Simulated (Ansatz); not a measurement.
# RuW2: the cost of one run

Method: DFT PBE, scalar-relativistic, plane waves, PAW, unless a step names another level, in Ansatz 0.2.0.

2 further runs of the same task are left out: 1 that didn't finish, 1 set aside as unsound or not needed.

### Step 1. Starting point

The structure is tetragonal, space group P4/nmm (No. 129). The conventional cell has a = 3.188 Å, b = 3.188 Å, c = 9.245 Å, α = 90.00°, β = 90.00°, γ = 90.00°. Ru (site symmetry 4mm) has 5 W at 2.58 to 2.93 Å and 4 Ru at 2.92 Å as nearest neighbours. W (site symmetry 4mm) is surrounded by 8 W at 2.72 to 2.81 Å and 1 Ru at 2.93 Å. Around W (site symmetry 4mm) lie 4 Ru at 2.58 Å and 4 W at 2.81 Å.

Coordinates:

```
CELL_PARAMETERS angstrom
3.18769 0.00000 0.00000
0.00000 3.18769 0.00000
0.00000 0.00000 9.24503
ATOMIC_POSITIONS crystal
Ru 0.00000 0.50000 0.89982
Ru 0.50000 0.00000 0.10018
W 0.00000 0.50000 0.58274
W 0.50000 0.00000 0.41726
W 0.50000 0.00000 0.76437
W 0.00000 0.50000 0.23563
```

It came out lowest among 23 distinct ends of the trial cells. At a tolerance of 0.05 Å it has space group P4/nmm (No. 129).

### Step 2. Relaxing to 0.001 eV/Å, on the response runs' mesh and smearing

input.yaml reads:

```yaml
crystal:
  lattice:
    - [3.187690174, 0.0, 0.0]
    - [0.0, 3.187690174, 0.0]
    - [0.0, 0.0, 9.2450272733]
  atoms:
    - { symbol: Ru, position: [0.0, 0.5, 0.8998229518] }
    - { symbol: Ru, position: [0.5, 0.0, 0.1001770482] }
    - { symbol: W, position: [0.0, 0.5, 0.5827375619] }
    - { symbol: W, position: [0.5, 0.0, 0.4172624381] }
    - { symbol: W, position: [0.5, 0.0, 0.7643745183] }
    - { symbol: W, position: [0.0, 0.5, 0.2356254817] }
basis:
  ecutwfc: 420
kpoints:
  mp_grid: { grid: [10, 10, 4] }
hamiltonian:
  xc: pbe
scf:
  occupations: { method: gaussian, width: 0.1 }
output:
  forces: true
  stress: true
  eigenvalues: true
relax:
  adjacent_minimum: "off"
  f_tol: 0.001
  max_steps: 60
  cell: { stress_tol: 0.01 }
```

On the command line:

```sh
$ ansatz run input.yaml --threads 3 --pin off --max-ram 7680MiB --backend cpu --events-out ev --progress --plain --runs-dir out
```

**Question.** How long does this run take on 3 threads of Intel Xeon at 2.50GHz (Skylake/Cascade Lake), shared host, and how much memory does it need?

About 46 s, with a peak of 0.6 GiB.
